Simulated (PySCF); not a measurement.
# CH10GeN2Si3: the cost of one run

Computed with PySCF 2.14.0 and routines of our own; the level stands in each step. Atoms count from 0.

## 1. The system as given

17 atoms, charge 0, multiplicity 1; geometry from: GFN2-xTB.

## 2. Circular dichroism and optical rotation: TDDFT PBE0/def2-SVPD

What the job is given:

```
{"job": {"kind": "ecd", "xc": "PBE0", "basis": "def2-SVPD", "nstates": 16}, "charge": 0, "multiplicity": 1}
N     -0.812228    -0.704989     3.563841
C     -0.866291    -0.190490     2.538921
Ge    -0.909079     0.623961     0.803965
Si    -2.824747    -0.263631    -0.240057
Si     1.354429     0.531878     0.076662
N      1.374510     1.666056    -1.229149
Si     1.951017    -1.534560    -0.779340
H     -1.245953     2.044449     1.280609
H     -2.708250    -1.720055    -0.331717
H     -2.931237     0.278540    -1.596402
H     -4.047489     0.073436     0.489219
H      2.197470     0.953996     1.220622
H      0.990202     2.586423    -1.078139
H      2.201782     1.742849    -1.798585
H      1.128853    -1.929893    -1.928076
H      3.342669    -1.567650    -1.237986
H      1.797342    -2.578290     0.235702
```

Method: TDDFT PBE0/def2-SVPD circular dichroism and optical rotation, one conformer, gas phase.

Run with:

```
> OMP_NUM_THREADS=1 python excited_run.py task.json out
```

This one command runs all jobs of the session in turn.

Q: Estimate the wall time and peak memory of this job on 1 thread of Arm Neoverse V2, shared host.

About 2.6 min, with a peak of 1.1 GiB.
